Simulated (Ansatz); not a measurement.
Runs of Ansatz 0.2.0 on BiTe. It takes space group R-3m (No. 166, trigonal). Conventional cell: a = 4.845 Å, b = 4.845 Å, c = 9.952 Å, α = 90.00°, β = 90.00°, γ = 120.00°. Bi (site symmetry -3m) has 6 Te at 3.25 Å as nearest neighbours. Te (site symmetry -3m) is surrounded by 6 Bi at 3.25 Å. The cell comes from a database or a generator and needn't be the stable form of this composition.

| task | level | cell | k mesh | share of exact exchange | target pressure (GPa) | mesh quality | gap on the mesh (eV) | pressure (GPa) |
| --- | --- | --- | --- | --- | --- | --- | --- | --- |
| single point | HSE06 form with a typed share of exact exchange | as given | 4 × 4 × 4 | 0.1 | - | coarse | none | (a) |
| relaxation of cell and atoms | PBEsol | relaxed to 5 GPa | 7 × 7 × 7 | - | 5 | not flagged | none | 5.0 |
| relaxation of cell and atoms | PBEsol | relaxed to 20 GPa | 7 × 7 × 7 | - | 20 | not flagged | none | 20.0 |
| single point | HSE06 form with a typed share of exact exchange | as given | 4 × 4 × 4 | 0.15 | - | coarse | none | -1.1 |
| relaxation of cell and atoms | PBEsol | relaxed | 7 × 7 × 7 | - | 0 | not flagged | none | 0.0 |

Alike in all rows: potentials or basis Ansatz PAW; no spin polarisation; cutoff (eV) 420; smearing fermi-dirac 0.05 eV.

**Question.** Fill in the values left out.

**Answer.** (a) -0.7.

Caveats: some runs use coarse meshes; spin-orbit coupling is left out, which moves the levels of the heavy elements; the PAW data sets come from PBE, with cores solved anew for the run's functional, which leaves a small shift of forces and pressure; the plane-wave basis is chosen anew once the cell has moved, so the energies of steps on either side of that aren't comparable (some runs); the thresholds are loose for stress (some runs).

A k mesh can miss the band edges, and the runs leave out spin-orbit coupling on Bi, Te.

A gap of «none» marks a metal or a gap under the smearing width.
